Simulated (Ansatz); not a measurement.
# TiNiC6N6: the cost of one run

Method: DFT PBE, scalar-relativistic, plane waves, PAW, in Ansatz 0.2.0.

## Step 1: Starting point

The structure is cubic, space group Fm-3m (No. 225). Conventional cell: a = 10.231 Å, b = 10.231 Å, c = 10.231 Å, α = 90.00°, β = 90.00°, γ = 90.00°. Ti (site symmetry m-3m) has 6 C at 1.94 Å in its first shell of neighbours. Ni (site symmetry m-3m) is surrounded by 6 N at 2.01 Å. C (site symmetry 4mm) is surrounded by 1 N at 1.17 Å and 1 Ti at 1.94 Å. N (site symmetry 4mm) is surrounded by 1 C at 1.17 Å and 1 Ni at 2.01 Å.

Structure file:

```cif
data_structure
_symmetry_space_group_name_H-M 'P 1'
_symmetry_Int_Tables_number 1
_cell_length_a 7.2344
_cell_length_b 7.2344
_cell_length_c 7.2344
_cell_angle_alpha 60.000
_cell_angle_beta 60.000
_cell_angle_gamma 60.000
_cell_volume 267.73
loop_
_atom_site_label
_atom_site_type_symbol
_atom_site_fract_x
_atom_site_fract_y
_atom_site_fract_z
_atom_site_occupancy
Ti1 Ti 0.00000 0.00000 0.00000 1
Ni1 Ni 0.50000 0.50000 0.50000 1
C1 C 0.81058 0.18942 0.18942 1
C2 C 0.18942 0.81058 0.18942 1
C3 C 0.18942 0.18942 0.81058 1
C4 C 0.18942 0.81058 0.81058 1
C5 C 0.81058 0.18942 0.81058 1
C6 C 0.81058 0.81058 0.18942 1
N1 N 0.69622 0.30378 0.30378 1
N2 N 0.30378 0.69622 0.30378 1
N3 N 0.30378 0.30378 0.69622 1
N4 N 0.30378 0.69622 0.69622 1
N5 N 0.69622 0.30378 0.69622 1
N6 N 0.69622 0.69622 0.30378 1
```

The cell is invented: cyanide-bridged rock-salt net of two metals, 0 guest cations a cell (Fm-3m, No. 225). Lengths come from tabulated atomic sizes and are only a guess.

## Step 2: The guess as it stands, on a coarse mesh

File input.yaml:

```yaml
crystal:
  lattice:
    - [0.0, 5.1155, 5.1155]
    - [5.1155, 0.0, 5.1155]
    - [5.1155, 5.1155, 0.0]
  atoms:
    - { symbol: Ti, position: [0.0, 0.0, 0.0], spin: 1.0 }
    - { symbol: Ni, position: [0.5, 0.5, 0.5], spin: 2.0 }
    - { symbol: C, position: [0.8105757, 0.1894243, 0.1894243] }
    - { symbol: C, position: [0.1894243, 0.8105757, 0.1894243] }
    - { symbol: C, position: [0.1894243, 0.1894243, 0.8105757] }
    - { symbol: C, position: [0.1894243, 0.8105757, 0.8105757] }
    - { symbol: C, position: [0.8105757, 0.1894243, 0.8105757] }
    - { symbol: C, position: [0.8105757, 0.8105757, 0.1894243] }
    - { symbol: "N", position: [0.69621738, 0.30378262, 0.30378262] }
    - { symbol: "N", position: [0.30378262, 0.69621738, 0.30378262] }
    - { symbol: "N", position: [0.30378262, 0.30378262, 0.69621738] }
    - { symbol: "N", position: [0.30378262, 0.69621738, 0.69621738] }
    - { symbol: "N", position: [0.69621738, 0.30378262, 0.69621738] }
    - { symbol: "N", position: [0.69621738, 0.69621738, 0.30378262] }
basis:
  ecutwfc: 420
kpoints:
  mp_grid: { grid: [4, 4, 4] }
hamiltonian:
  xc: pbe
scf:
  occupations: { method: gaussian, width: 0.1 }
  lower_state_search: "off"
output:
  forces: true
  stress: true
  eigenvalues: true
  populations: true
magnetization:
  spin_polarized: true
```

Launch:

```bash
$ ansatz run input.yaml --threads 1 --pin off --max-ram 2560MiB --backend cpu --events-out ev --progress --plain --runs-dir out
```

Q: Estimate wall time and peak memory on 1 thread of AMD EPYC 9R45 (Zen 5), shared host.

About 10 s, with a peak of 0.74 GiB.
